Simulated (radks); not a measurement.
# Valence configurations of Er²⁺

An exercise on one series of results from a longer session: the logs are not shown, and one member is left open.

Program: radks (a radial shooting solver on a logarithmic mesh, Libxc functionals) version 1. Level of theory: scalar-relativistic Kohn-Sham, LDA (Slater exchange, Perdew-Wang correlation), spin-polarised, spherical densities, point nucleus; open shells are filled with parallel spins first. These are calculated values, not measurements, unless marked.

**Starting point**

- element: erbium (Z = 68)
- charge: +2
- electrons: 66
- configuration: [Xe] 4f12
- others tried: 4f11 6s1; 4f11.5 6p0.5; 4f11 5d0.5 6s0.5; 4f11 6p1; 4f11 6s0.5 6p0.5; 4f10 6s2; 4f11 5d1; 4f10 5d2

The outer shells:

Er²⁺
```
[Xe] core
4f [↑↓][↑↓][↑↓][↑↓][↑↓][↑ ][↑ ]
```

The first run:

Settings of this run:

```text
Z 68
configuration [Xe] 4f12
relativity scalar-relativistic
functional lda,pw
spin polarised
nucleus point
c 137.035999084
```

Steps of the session up to this table: [Xe] 4f12.

One table of the session follows, with a row left open; its other results are not shown here.

It belongs to the step «[Xe] 4f12». Radial moments (bohr):

| level | <r> | outermost maximum (interpolated) | 90 % within | nodes |
| --- | --- | --- | --- | --- |
| 4d up | 0.5840 | 0.512 | 0.879 | 1 |
| 4d down | 0.5844 | 0.512 | 0.880 | 1 |
| 5s up | 1.249 | 1.11 | 1.81 | 4 |
| 5s down | 1.254 | 1.11 | 1.82 | 4 |
| 5p up | ? | ? | ? | ? |
| 5p down | 1.491 | 1.28 | 2.20 | 3 |
| 4f up | 0.8121 | 0.508 | 1.42 | 0 |
| 4f down | 0.8282 | 0.509 | 1.46 | 0 |

**Question.** Estimate the row for 5p up.

**Answer.** <r>: 1.482; outermost maximum (interpolated): 1.27; 90 % within: 2.18; nodes: 3. In the column «<r>» it lies between 5s down (1.254) and 5p down (1.491).
